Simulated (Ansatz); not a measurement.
**CH6OSSi: rigid scan of one bond length in Python**

How does the energy of CH6OSSi change as one bond is stretched? A script is to give a rigid scan of one bond length; the system is CH6OSSi. SMILES: OC[SiH2]S.

Program: Ansatz 0.2.0 through its Python package. Level of theory: Hartree-Fock/def2-SVP. These are calculated values, not measurements.

## Step 1: The system

Bond lengths: O1–C2 1.408 Å, C2–Si3 1.856 Å, Si3–S4 2.237 Å, O1–H5 1.031 Å, C2–H6 1.112 Å, C2–H7 1.071 Å, Si3–H8 1.434 Å, Si3–H9 1.547 Å, S4–H10 1.345 Å. Angles: O1–C2–Si3 114.5°, O1–C2–H6 107.1°, O1–C2–H7 110.2°, Si3–C2–H6 110.0°, Si3–C2–H7 108.1°, H6–C2–H7 106.6°, C2–O1–H5 106.5°, C2–Si3–S4 108.8°, C2–Si3–H8 113.7°, C2–Si3–H9 110.0°, S4–Si3–H8 107.8°, S4–Si3–H9 106.3°, H8–Si3–H9 110.0°, Si3–S4–H10 90.8°.

No structure file is read: the coordinates are typed or built in the script.

## Step 2: Script

File ch6ossi_scan.py:

```python
from dataclasses import dataclass
import warnings

import ansatz as az
import matplotlib.pyplot as plt
import numpy as np


@dataclass(frozen=True)
class RunConfig:
    basis_set: str = "def2-SVP"
    xc: str = "hf"


settings = RunConfig()

warnings.simplefilter("ignore", az.DeckWarning)

mol = (
    az.Crystal.molecule()
    .atom("O", (-0.7899, 0.8751, -1.1901))
    .atom("C", (-0.5875, 0.6828, 0.1896))
    .atom("Si", (0.257, -0.9106, 0.6304))
    .atom("S", (2.2391, -0.9863, -0.4048))
    .atom("H", (-1.2543, 1.7893, -1.2933))
    .atom("H", (0.0116, 1.5449, 0.5547))
    .atom("H", (-1.5229, 0.7189, 0.7092))
    .atom("H", (-0.4811, -2.0789, 0.2487))
    .atom("H", (0.559, -0.9485, 2.1474))
    .atom("H", (1.652, -0.7379, -1.5889))
)

symbols = [site.symbol for site in mol.cartesian_sites]
start = np.array([site.position_ang for site in mol.cartesian_sites])
axis = (start[2] - start[1]) / np.linalg.norm(start[2] - start[1])
moving = [2, 3, 7, 8, 9]
lengths, energies = [1.58, 1.71, 1.86, 2.04, 2.32, 2.78, 3.34, 4.08], []
for length in lengths:
    xyz = start.copy()
    xyz[moving] += (length - np.linalg.norm(start[2] - start[1])) * axis
    point = az.Crystal.molecule()
    for symbol, place in zip(symbols, xyz):
        point = point.atom(symbol, place.tolist())
    model = (
        point.calculation()
        .basis(gaussian=settings.basis_set)
        .functional(settings.xc)
        .spin("collinear")
    )
    rep = model.run(threads=1, backend="cpu").report
    energies.append(rep["free_energy_ev"])
    print(f"r = {length:6.3f} A  E = {energies[-1]:.5f} eV  <S^2> = {abs(rep['mean_field']['state']['spin_squared']):.3f}")

print("energy above the lowest point (eV):", [round(e - min(energies), 3) for e in energies])
plt.figure(figsize=(4.5, 3))
plt.plot(lengths, np.array(energies) - min(energies), "o-")
plt.xlabel("bond length (A)")
plt.ylabel("E - E(min) (eV)")
plt.tight_layout()
plt.savefig("scan.png", dpi=100)
```

## Step 3: The input behind the calls

The package turns the script's settings into the engine's input (first run):

```yaml
crystal:
  periodic: [false, false, false]
  atoms:
    - { symbol: O, position_ang: [-0.7899, 0.8751, -1.1901] }
    - { symbol: C, position_ang: [-0.5875, 0.6828, 0.1896] }
    - { symbol: Si, position_ang: [0.13124256907608772, -0.6733212665078012, 0.564758939548537] }
    - { symbol: S, position_ang: [2.113342569076088, -0.7490212665078013, -0.470441060451463] }
    - { symbol: H, position_ang: [-1.2543, 1.7893, -1.2933] }
    - { symbol: H, position_ang: [0.0116, 1.5449, 0.5547] }
    - { symbol: H, position_ang: [-1.5229, 0.7189, 0.7092] }
    - { symbol: H, position_ang: [-0.6068574309239123, -1.8416212665078013, 0.18305893954853697] }
    - { symbol: H, position_ang: [0.43324256907608777, -0.7112212665078013, 2.081758939548537] }
    - { symbol: H, position_ang: [1.5262425690760877, -0.5006212665078014, -1.654541060451463] }
basis:
  gaussian:
    orbitals: def2-SVP
hamiltonian:
  xc: hf
magnetization:
  spin_polarized: true
```

## Step 4: Launch

Launch:

```
python ch6ossi_scan.py
```

Q: Predict the main results. Wanted: range of energy; lowest point, distance.

The runs gave:

```
                  quantity     value
             runs compared         8
           range of energy  3.052 eV
lowest point, distance (Å)      1.86
```

What this shows: The curve has its lowest point inside the range, at 1.86. The ends stand 1.51 and 3.05 eV above it. The distance scanned is the script's pair 1, 2. <S²> moves from 0.00 to 0.99: along the scan the mean field breaks spin symmetry. What to keep in mind:
- The rest of the molecule is held rigid at a force-field or estimated start geometry, and the basis set is modest; single-reference methods fail as a bond breaks.
